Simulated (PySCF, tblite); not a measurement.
# C5H9BCl2S: geometry, infrared bands and NMR shifts

Wanted: the infrared bands and NMR shifts of C5H9BCl2S (`CC/C(=C\B(Cl)Cl)SC`), by calculation.

Programs: tblite 0.8.0 and PySCF 2.14.0, with density-fitted response routines of our own. Each step states its level of theory. These are calculated values for one molecule in the gas phase, unless marked as measured. Atoms count from 0, in the outputs and in this text.

## 1. The starting structure

18 atoms, charge 0, multiplicity 1; geometry from: force field or distance geometry start.

Bonds of the start (Å): C0–C1 1.52, C1–C2 1.51, C2–C3 1.33, C3–B4 1.56, B4–Cl5 1.87, B4–Cl6 1.86, C2–S7 1.79, S7–C8 1.82, C0–H9 1.11, C0–H10 1.12, C0–H11 1.11, C1–H12 1.11, C1–H13 1.12, C3–H14 1.08, C8–H15 1.11, C8–H16 1.10, C8–H17 1.11.

## 2. Optimising the geometry with GFN2-xTB

The job: settings as JSON, then the geometry in Å.

```
{"job": {"kind": "relax", "xc": "GFN2-xTB", "basis": "xTB"}, "charge": 0, "multiplicity": 1}
C     -2.268700    -0.791200     0.233100
C     -1.422900    -0.309000    -0.932100
C      0.034100    -0.236400    -0.559000
C      0.607600     0.959000    -0.667800
B     -0.188800     2.216700    -1.126700
Cl     0.792500     3.372300    -2.219700
Cl    -1.137100     3.075500     0.220800
S      0.961200    -1.672300    -0.011000
C      2.693300    -1.249700     0.348400
H     -3.250000    -1.185900    -0.117400
H     -2.517600     0.088500     0.875300
H     -1.705200    -1.559000     0.811700
H     -1.803700     0.659800    -1.325300
H     -1.490000    -1.123000    -1.700900
H      1.651900     1.074900    -0.407900
H      3.203100    -2.038700     0.932000
H      3.190400    -0.955800    -0.589100
H      2.640800    -0.319400     0.959100
```

Run with:

```bash
$ OMP_NUM_THREADS=1 python probes_run.py task.json out
```

The driver reads the jobs from task.json and runs them one after another.

**Question.** This job is followed by: GFN2-xTB harmonic vibrations, gas phase; GIAO PBE0/pcSseg-1 NMR shielding, non-relativistic, gas phase. What will the session give for the following? strongest single infrared mode (GFN2-xTB); zero-point energy (GFN2-xTB); 13C shifts against TMS (PBE0/pcSseg-1); 1H shifts against TMS (PBE0/pcSseg-1, means over atoms taken as alike); 11B shifts against BF3·OEt2 (PBE0/pcSseg-1); 35Cl shifts against HCl (PBE0/pcSseg-1, means over atoms taken as alike); 33S shifts against CS2 (PBE0/pcSseg-1).

The runs gave:

```
                                                                quantity                               value
                               strongest single infrared mode (GFN2-xTB)               1572 cm⁻¹, 627 km/mol
                                            zero-point energy (GFN2-xTB)                       82.8 kcal/mol
                                  13C shifts against TMS (PBE0/pcSseg-1)  193.2, 121.2, 33.4, 20.4, 20.2 ppm
  1H shifts against TMS (PBE0/pcSseg-1, means over atoms taken as alike)          5.75, 2.99, 2.30, 1.32 ppm
                             11B shifts against BF3·OEt2 (PBE0/pcSseg-1)                            45.9 ppm
35Cl shifts against HCl (PBE0/pcSseg-1, means over atoms taken as alike)                             236 ppm
                                  33S shifts against CS2 (PBE0/pcSseg-1)                              83 ppm
```

In words: Relaxing lowered the energy by 1.332 eV in 119 steps; the close pair that moved most is B4–Cl6, from 1.858 to 1.730 Å. All 48 modes are real, so the xTB geometry is a minimum. The strongest single mode, at 1572 cm⁻¹, moves mainly C2 and C3. Unscaled tight-binding wavenumbers are off by several per cent, some by more. Its intensities can rank the bands wrongly. The most deshielded hydrogen is H14 (hydrogen on an alkene CH), at 5.75 ppm: attached to an sp2 carbon and in the plane of the double bond.
